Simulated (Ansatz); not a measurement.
TlGa in Ansatz: convergence with smearing width

Input of the first run (smearing width 0.3 eV); the others differ in this setting and in those tied to it:

The input input.yaml:

```yaml
crystal:
  lattice:
    - [3.65213896, 0.0, 0.0]
    - [-1.82606948, 3.16284512, 0.0]
    - [0.0, 0.0, 5.86829374]
  atoms:
    - { symbol: Tl, position: [0.33333333, 0.66666667, 0.5] }
    - { symbol: Ga, position: [0.0, 0.0, 0.0] }
hamiltonian:
  xc: pbe
  pseudopotentials: { kind: nc }
kpoints:
  mp_grid: { grid: [7, 7, 4] }
scf:
  occupations: { method: cold, width: 0.3 }
output:
  forces: true
  stress: true
  eigenvalues: true
```

Potentials or basis: Ansatz NC.

The run is started by

```console
$ ansatz run input.yaml --threads 2 --pin off --max-ram 5632MiB --backend cpu --events-out ev --progress --plain --runs-dir out
```

The cell was built by a generator and needn't be a form met in nature.

Hardware: 2 threads of Intel(R) Xeon(R) Platinum 8259CL CPU @ 2.50GHz (Skylake/Cascade Lake) (shared host).

```csv
smearing width,"energy less the tightest run, at zero smearing (meV/atom)",SCF cycles,CPU time (s),peak memory (GiB)
0.3 eV,-3.10,7,12,0.42
0.2 eV,-1.47,8,16,0.43
0.15 eV,-0.81,8,12,0.41
0.1 eV,-0.56,8,12,0.41
0.05 eV,-0.10,8,12,0.41
0.025 eV,0.03,8,11,0.41
0.01 eV,-0.05,10,12,0.38
0.005 eV,0.00,8,10,0.41
```

Against the tightest run, the energy stays within 1 meV/atom from 0.15 eV on. Narrower smearing needs a denser k mesh, so at a fixed mesh the narrowest width isn't the most accurate. The tightest run that finished is the yardstick and may itself not be fully converged.

The run has no spin-orbit coupling, so splittings on Tl are missing.
